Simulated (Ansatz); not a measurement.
# CdIn: properties at the relaxed cell

The task here is to estimate one member of a computed series from the others.

Method: DFT r2SCAN, scalar-relativistic, plane waves, PAW, in Ansatz 0.2.0.

1 further run of the same task is left out (set aside as unsound or not needed).

### The system as given

The structure is hexagonal, space group P-6m2 (No. 187). Conventional cell: a = 3.129 Å, b = 3.129 Å, c = 5.799 Å, α = 90.00°, β = 90.00°, γ = 120.00°. Around Cd (site symmetry -6m2) lie 6 Cd at 3.13 Å and 6 In at 3.42 Å. In (site symmetry -6m2) is surrounded by 6 In at 3.13 Å and 6 Cd at 3.42 Å.

Coordinates:

```
CELL_PARAMETERS angstrom
3.12905 0.00000 0.00000
-1.56453 2.70984 0.00000
0.00000 0.00000 5.79868
ATOMIC_POSITIONS crystal
Cd 0.00000 0.00000 0.50000
In 0.66667 0.33333 0.00000
```

It goes back to an entry of the Materials Project, which need not be the stable form.

It is the result of an earlier relaxation at this level (volume 24.58 Å³/atom; gap on the mesh: none (metal)).

The first run:

input.yaml reads:

```yaml
crystal:
  lattice:
    - [3.1290502653, 0.0, 0.0]
    - [-1.5645251327, 2.7098370195, 0.0]
    - [0.0, 0.0, 5.7986821708]
  atoms:
    - { symbol: Cd, position: [0.0, 0.0, 0.5] }
    - { symbol: In, position: [0.6666666667, 0.3333333333, 0.0] }
basis:
  ecutwfc: 500
kpoints:
  mp_grid: { grid: [15, 15, 8] }
  band_path:
    path:
      - [[0.0, 0.0, 0.0], [0.5, 0.0, 0.0], [0.33333333, 0.33333333, 0.0], [0.0, 0.0, 0.0], [0.0, 0.0, 0.5], [0.5, 0.0, 0.5], [0.33333333, 0.33333333, 0.5], [0.0, 0.0, 0.5]]
      - [[0.5, 0.0, 0.5], [0.5, 0.0, 0.0]]
      - [[0.33333333, 0.33333333, 0.5], [0.33333333, 0.33333333, 0.0]]
    npoints: 14
hamiltonian:
  xc: r2scan
scf:
  occupations: { method: gaussian, width: 0.1 }
output:
  forces: true
  stress: true
  eigenvalues: true
  populations: true
  dos: { projected: true, de: 0.02, nscf_kmesh: { grid: [23, 23, 12] } }
  bader: true
```

Among the steps run: Static run: bands, density of states and charges; Point at V/V0 = 0.97; Volume × 1.03; The cell scaled to 0.94 of its volume; Point at V/V0 = 1.06.

One of the session's tables, all rows but one given; the rest of the session is left out.

It belongs to the step «Energy against volume». 

```
volume (Å³/atom)  energy above the lowest point (meV/atom)  pressure (GPa)
          23.109                                      13.4            3.11
          23.847                                       3.1            1.42
          24.584                                       0.0            0.00
          25.322                                         ?               ?
          26.059                                      10.4           -2.08
```

Estimate the missing values for volume (Å³/atom) = 25.322.

Worked estimate for «energy above the lowest point (meV/atom)». A straight line through the neighbours (24.584, 0.0) and (26.059, 10.4) gives 0.0 + (10.4 − 0.0) × (25.322 − 24.584) / (26.059 − 24.584) = 5.2; a parabola fitted to 3 rows on both sides gives 2.4.

As computed: energy above the lowest point (meV/atom): 2.8; pressure (GPa): -1.17. In «energy above the lowest point (meV/atom)» the line misses by +2.4 and the parabola by -0.4.

To keep in mind: The projections leave out shells that the potentials don't hold, such as empty d states.
